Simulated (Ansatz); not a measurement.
# I: the cost of one run

Program: Ansatz 0.2.0. Level of theory: DFT PBEsol, scalar-relativistic, plane waves, PAW. These are calculated values, not measurements.

1 further run of the same task is left out (set aside as unsound or not needed).

## (1) The starting structure

The structure is orthorhombic, space group Fmmm (No. 69). The conventional cell has a = 4.480 Å, b = 4.496 Å, c = 7.536 Å, α = 90.00°, β = 90.00°, γ = 90.00°. I (site symmetry mmm) is surrounded by 4 I at 3.17 Å.

Structure file:

```cif
data_structure
_symmetry_space_group_name_H-M 'P 1'
_symmetry_Int_Tables_number 1
_cell_length_a 4.3877
_cell_length_b 4.3836
_cell_length_c 3.1734
_cell_angle_alpha 68.859
_cell_angle_beta 68.721
_cell_angle_gamma 42.421
_cell_volume 37.95
loop_
_atom_site_label
_atom_site_type_symbol
_atom_site_fract_x
_atom_site_fract_y
_atom_site_fract_z
_atom_site_occupancy
I1 I 0.00000 0.00000 0.00000 1
```

It goes back to an entry of the Materials Project, which need not be the stable form.

It is the result of an earlier relaxation at this level (volume 37.95 Å³/atom; gap on the mesh: none (metal)).

## (2) Electronic structure at the relaxed geometry

The input, input.yaml:

```yaml
crystal:
  lattice:
    - [0.0, 2.2479271294, 3.7681337028]
    - [2.2399238499, 0.0, 3.7681337028]
    - [2.2399238499, 2.2479271294, 0.0]
  atoms:
    - { symbol: I, position: [0.0, 0.0, 0.0] }
basis:
  ecutwfc: 420
kpoints:
  mp_grid: { grid: [14, 14, 14] }
  band_path:
    path:
      - [[0.0, 0.0, 0.0], [0.5, 0.0, 0.5], [0.5, 0.09011627, 0.59011627]]
      - [[0.5, 0.90988373, 0.40988373], [0.5, 0.5, 0.0], [0.91281801, 0.5, 0.41281801]]
      - [[0.08718199, 0.5, 0.58718199], [0.0, 0.5, 0.5], [0.24497116, 0.74497116, 0.5]]
      - [[0.75502884, 0.25502884, 0.5], [0.5, 0.0, 0.5]]
    npoints: 14
hamiltonian:
  xc: pbesol
scf:
  occupations: { method: gaussian, width: 0.1 }
  n_extra_bands: 6
output:
  forces: true
  stress: true
  eigenvalues: true
  populations: true
  dos: { projected: true, de: 0.02, nscf_kmesh: { grid: [21, 21, 21] } }
  bader: true
```

The run is started by

```bash
ansatz run input.yaml --threads 1 --pin off --max-ram 2560MiB --backend cpu --events-out ev --progress --plain --runs-dir out
```

What time and memory should one allow on 1 thread of Oxide Virtual Turin-like (Zen 5), shared host?

About 57 s, with a peak of 0.71 GiB.
